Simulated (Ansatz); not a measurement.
# PdOS: the band gap up the ladder of functionals

An exercise on one series of results from a longer session: the logs are not shown, and one member is left open.

Code: Ansatz 0.2.0. PAW datasets, plane waves. These are computed values for a spin-unpolarised cell that may be hypothetical; none is a measurement.

## The cell

The cell was relaxed beforehand with r2SCAN.

The sheet's in-plane cell has a = 3.290 Å, b = 3.290 Å (γ = 120.0°), and its outermost atoms lie 2.22 Å apart along the normal. Pd has 3 O at 2.13 Å and 3 S at 2.28 Å; O has 3 Pd at 2.13 Å; S has 3 Pd at 2.28 Å.

Coordinates:

```cif
data_structure
_symmetry_space_group_name_H-M 'P 1'
_symmetry_Int_Tables_number 1
_cell_length_a 3.2895
_cell_length_b 3.2895
_cell_length_c 29.1641
_cell_angle_alpha 90.000
_cell_angle_beta 90.000
_cell_angle_gamma 120.000
_cell_volume 273.30
loop_
_atom_site_label
_atom_site_type_symbol
_atom_site_fract_x
_atom_site_fract_y
_atom_site_fract_z
_atom_site_occupancy
Pd1 Pd 0.00000 0.00000 0.31204 1
O1 O 0.33333 0.66667 0.34501 1
S1 S 0.66667 0.33333 0.26874 1
```
Periodic in the plane only; c spans the vacuum.

Set-up of the first run:

input.yaml reads:

```yaml
crystal:
  lattice:
    - [3.2895205604, 0.0, 0.0]
    - [-1.6447602802, 2.8488083716, 0.0]
    - [0.0, 0.0, 29.1641312776]
  atoms:
    - { symbol: Pd, position: [0.0, 0.0, 0.3120426449] }
    - { symbol: O, position: [0.3333333333, 0.6666666667, 0.3450121745] }
    - { symbol: S, position: [0.6666666667, 0.3333333333, 0.2687399435] }
  periodic: [true, true, false]
kpoints:
  mp_grid: { grid: [12, 12, 1] }
  band_path:
    path:
      - [0, 0, 0]
      - [0.5, 0, 0]
      - [0.3333333333333, 0.3333333333333, 0]
      - [0, 0, 0]
    npoints: 10
hamiltonian:
  xc: pbe
scf:
  occupations: { method: fermi_dirac, width: 0.02 }
  n_extra_bands: 4
output:
  forces: true
  stress: true
  eigenvalues: true
```

The run is started by

```console
$ ansatz run input.yaml --threads 4 --pin off --max-ram 5529MiB --backend cpu --events-out ev --progress --plain --runs-dir out
```

Steps of the session up to this table: PBE bands along the symmetry lines; Single point with r2SCAN; Single point with HSE06; Single point with PBE+SOC; Single point with PBE0; LDA; HSE06+SOC at the same geometry; r2SCANh at the same geometry; Hartree-Fock.

One table of the session follows, with a row left open; its other results are not shown here.

| level | gap (eV) |
| --- | --- |
| PBE | 0.83 |
| r2SCAN | 0.99 |
| HSE06 | 1.83 |
| PBE+SOC | 0.79 |
| PBE0 | 2.56 |
| LDA | 0.77 |
| HSE06+SOC | ? |
| r2SCANh | 1.65 |
| Hartree-Fock | 8.23 |

Estimate the missing values for HSE06+SOC.

The run gave: gap (eV): 1.80. In the column «gap (eV)» it lies between r2SCANh (1.65) and HSE06 (1.83).

Meshes: PBE 12×12×1, r2SCAN 12×12×1, HSE06 6×6×1, PBE+SOC 12×12×1, PBE0 6×6×1, LDA 12×12×1, HSE06+SOC 6×6×1, r2SCANh 6×6×1, Hartree-Fock 6×6×1

PBE reaches 45 % of the HSE06 value, and r2SCAN 54 %. PBE0 lies 0.72 eV above HSE06, which differs from it by screening the long-range exchange.

Caveats from the session: Warnings in the runs' records: stress exchange threshold loose, stress scf threshold loose, xc potential rough in thin density.
